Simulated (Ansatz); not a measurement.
# The selenium atom (triplet): the correlation ladder, aug-cc-pVDZ

How much of the correlation energy of the selenium atom (triplet) does each wave-function method recover here?

Program: Ansatz 0.2.0, Gaussian basis. Level of theory: aug-cc-pVDZ, core rule «outside noble gas», up to 14 orbitals frozen. These are calculated values, not measurements.

Plan: UHF; CCSD(T) on ROHF; CCSD(T) on UHF; BCCD(T) on ROHF; CISD; CCSDT(Q) on ROHF; CCSDT(Q) on UHF; CISDTQ; CCSDTQ on ROHF; CASSCF and MRCISD+Q, 6 electrons in 4 orbitals; CASSCF and MRCISD+Q(relaxed), 6 electrons in 4 orbitals; CASSCF and NEVPT4(SD), 6 electrons in 4 orbitals; CASSCF and NEVPT2, 6 electrons in 4 orbitals.

**1. The atom**

A free atom, in its lowest state of this spin that the program finds. No spin-orbit coupling is included. The filled d shell of Se may be among the frozen orbitals whatever the setting's name suggests; the logs give the count.

1 atom, charge 0, spin multiplicity 3.

**2. UHF**

Input file in.yaml:

```yaml
crystal:
  periodic: [false, false, false]
  atoms:
    - {symbol: Se, position_ang: [0.000000, 0.000000, 0.000000]}
basis:
  gaussian: {orbitals: aug-cc-pVDZ}
magnetization: {spin_polarized: true, initial_magnetization: 2}
hamiltonian: {xc: hf}
output: {orbitals: {seedname: orbitals}}
```

On the command line:

```bash
> ansatz run in.yaml --threads 1 --pin off --events-out ev --progress --plain --max-ram 2393MiB
```

After this run come: CCSD(T) on ROHF; CCSD(T) on UHF; BCCD(T) on ROHF; CISD; CCSDT(Q) on ROHF; CCSDT(Q) on UHF; CISDTQ; CCSDTQ on ROHF; CASSCF and MRCISD+Q, 6 electrons in 4 orbitals; CASSCF and MRCISD+Q(relaxed), 6 electrons in 4 orbitals; CASSCF and NEVPT4(SD), 6 electrons in 4 orbitals; CASSCF and NEVPT2, 6 electrons in 4 orbitals.

Q: Predict the results of all the runs planned. Wanted: RCCSDTQ below the RHF energy; RMP2 from RCCSDTQ; UMP2 from RCCSDTQ; RCCSD from RCCSDTQ; RCCSD(T) from RCCSDTQ; UCCSD(T) from RCCSDTQ; RCCSDT(Q) from RCCSDTQ; UCCSDT(Q) from RCCSDTQ; NEVPT2 valence from RCCSDTQ.

The runs gave:

| quantity | value |
| --- | --- |
| RCCSDTQ below the RHF energy | -2.6726 eV |
| RMP2 from RCCSDTQ | +486.9 meV |
| UMP2 from RCCSDTQ | +501.4 meV |
| RCCSD from RCCSDTQ | +57.6 meV |
| RCCSD(T) from RCCSDTQ | +13.2 meV |
| UCCSD(T) from RCCSDTQ | +5.4 meV |
| RCCSDT(Q) from RCCSDTQ | +0.5 meV |
| UCCSDT(Q) from RCCSDTQ | -6.8 meV |
| NEVPT2 valence from RCCSDTQ | +645.7 meV |
| NEVPT4(SD) valence from RCCSDTQ | +54.0 meV |
| MRCISD+Q valence from RCCSDTQ | -17.0 meV |
| levels within 1 kcal/mol (43 meV) | RCCSD(T), UCCSD(T), BCCD(T), RCCSDT, UCCSDT, CISDTQ, RCCSDT(Q), UCCSDT(Q), MRCISD+Q valence, MRCISD+Q(relaxed) valence |
| T1 diagnostic | 0.014 |
| effectively unpaired electrons | 2.00 |

RCCSD(T) misses by +13.2 meV, 0.5 % of the correlation energy. One determinant dominates. Of the multireference levels listed MRCISD+Q valence comes nearest in total energy (-17.0 meV), which doesn't show that its space is the better one. These misses are within one basis, not against nature; the frozen cores of restricted and unrestricted runs differ, which can shift their rows.
